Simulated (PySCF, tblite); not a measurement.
# C5H11B2 radical: geometry, infrared bands and EPR parameters

Aim: predict the infrared bands and EPR parameters of C5H11B2 radical (`[BH]/C=C(/BC)CC`).

Computed with tblite 0.8.0 and PySCF 2.14.0, with density-fitted response routines of our own, on a single molecule in the gas phase. Atoms are numbered from 0 throughout.

## 1. The molecule as given

18 atoms, charge 0, multiplicity 2; geometry from: force field or distance geometry start.

Bonds of the start (Å): B0–C1 1.54, C1–C2 1.33, C2–B3 1.57, B3–C4 1.60, C2–C5 1.47, C5–C6 1.48, B0–H7 1.21, C1–H8 1.10, B3–H9 1.19, C4–H10 1.09, C4–H11 1.11, C4–H12 1.09, C5–H13 1.14, C5–H14 1.14, C6–H15 1.10, C6–H16 1.11, C6–H17 1.15.

## 2. Geometry optimisation with GFN2-xTB

The job: settings as JSON, then the geometry in Å.

```
{"job": {"kind": "relax", "xc": "GFN2-xTB", "basis": "xTB"}, "charge": 0, "multiplicity": 2}
B     -1.882700     1.625300    -0.726200
C     -0.403500     1.488800    -0.322900
C      0.129300     0.380000     0.194300
B      1.659800     0.431700     0.542800
C      2.629700    -0.204400    -0.558000
C     -0.586100    -0.883000     0.452600
C     -2.024100    -0.950200     0.124100
H     -2.481800     2.520000    -0.181000
H      0.268900     2.353700    -0.450700
H      1.997400     0.217700     1.668400
H      3.606400    -0.439900    -0.127600
H      2.136400    -1.117600    -0.947400
H      2.785400     0.492100    -1.386500
H      0.002600    -1.767600     0.038300
H     -0.484500    -1.038700     1.573600
H     -2.211800    -0.845300    -0.953800
H     -2.685100    -0.271600     0.699300
H     -2.465100    -1.984800     0.349400
```

Run with:

```bash
$ OMP_NUM_THREADS=1 python probes_run.py task.json out
```

The driver reads the jobs from task.json and runs them one after another.

**Question.** This job is followed by: GFN2-xTB harmonic vibrations, gas phase; UKS B3LYP, pcH-1 on B C H, non-relativistic, mean-field spin-orbit, GIAO. Predict these results of the whole session: strongest single infrared mode (GFN2-xTB); zero-point energy (GFN2-xTB); g(iso) (B3LYP); ⟨S²⟩; largest a(iso) (averaged by class); surface potential, 1st and 99th percentile.

The runs gave:

| quantity | value |
| --- | --- |
| strongest single infrared mode (GFN2-xTB) | 2554 cm⁻¹, 219 km/mol |
| zero-point energy (GFN2-xTB) | 91.2 kcal/mol |
| g(iso) (B3LYP) | 2.00243 |
| ⟨S²⟩ | 0.763 (exact 0.75) |
| largest a(iso) (averaged by class) | 1H on H13, H14, 43.0 MHz |
| surface potential, 1st and 99th percentile | -0.68 V and 1.08 V |

The optimisation took 134 steps and gained 1.617 eV; among the close pairs (by a distance rule), B0–C1 changed most, from 1.539 to 1.428 Å. No mode is imaginary among the 48: a minimum at this level. The strongest single mode, at 2554 cm⁻¹, moves mainly H9. Unscaled tight-binding wavenumbers are off by several per cent, some by more. Its intensities can rank the bands wrongly. The largest spin populations lie on B0 (0.51 e), C2 (0.47 e). The isotropic g lies 0.1 ppt above the free-electron value.
